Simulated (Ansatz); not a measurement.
# AlBFH4N: how energies converge with the basis set

How large a basis does AlBFH4N need? Two functionals are run in growing sets.

Method: one geometry, several basis sets; program: Ansatz 0.2.0, Gaussian basis.

Levels to be run: PBE0-D4/def2-SVP; ωB97M-V/def2-SVP; PBE0-D4/def2-QZVPP; ωB97M-V/def2-QZVPP; the functionals' def2-TZVPP values are taken from earlier runs.

**1. The relaxed structure**

All runs share one geometry, relaxed beforehand with PBE0-D4 in a triple-zeta def2 set.

SMILES `[NH2][AlH][BH]F`, 8 atoms, charge 0, spin multiplicity 1.

Atoms are counted from 1 here; the program's logs count them from 0.

Bond lengths: N1–Al2 1.770 Å, N1–H5 1.008 Å, N1–H6 1.008 Å, Al2–B3 2.169 Å, Al2–H7 1.590 Å, B3–F4 1.330 Å, B3–H8 1.208 Å. Angles: Al2–N1–H5 125.6°, Al2–N1–H6 124.3°, H5–N1–H6 110.2°, N1–Al2–B3 116.8°, N1–Al2–H7 116.9°, B3–Al2–H7 126.3°, Al2–B3–F4 118.5°, Al2–B3–H8 127.4°, F4–B3–H8 114.1°.

**2. PBE0-D4 in def2-SVP**

Contents of in.yaml:

```yaml
crystal:
  periodic: [false, false, false]
  atoms:
    - {symbol: N, position_ang: [-1.034906, 1.237962, 0.178051]}
    - {symbol: Al, position_ang: [0.358392, 0.247183, 0.637004]}
    - {symbol: B, position_ang: [0.824043, -1.438581, -0.645947]}
    - {symbol: F, position_ang: [0.022085, -1.693008, -1.675482]}
    - {symbol: H, position_ang: [-1.365507, 2.050082, 0.674377]}
    - {symbol: H, position_ang: [-1.614466, 1.063463, -0.627727]}
    - {symbol: H, position_ang: [1.149375, 0.679517, 1.946212]}
    - {symbol: H, position_ang: [1.753185, -2.203819, -0.542388]}
basis:
  gaussian: {orbitals: def2-SVP}
hamiltonian: {xc: pbe0, dispersion: d4}
output: {orbitals: {seedname: orbitals}}
```

Launch:

```console
ansatz run in.yaml --threads 2 --pin off --events-out ev --progress --plain --max-ram 4352MiB
```

The runs that follow: ωB97M-V in def2-SVP; PBE0-D4 in def2-QZVPP; ωB97M-V in def2-QZVPP.

Q: Predict the results of all the runs planned. Wanted: PBE0-D4: double and triple zeta above quadruple; ωB97M-V: double and triple zeta above quadruple.

**Answer**, as computed:

| quantity | value |
| --- | --- |
| PBE0-D4: double and triple zeta above quadruple | 8.81, 0.49 eV |
| ωB97M-V: double and triple zeta above quadruple | 8.97, 0.47 eV |

**Reading.** For PBE0-D4 the step from double to triple zeta gains 8.32 eV and the next only 0.49 eV. Total energies overstate the basis error of differences, where much of it tends to cancel.
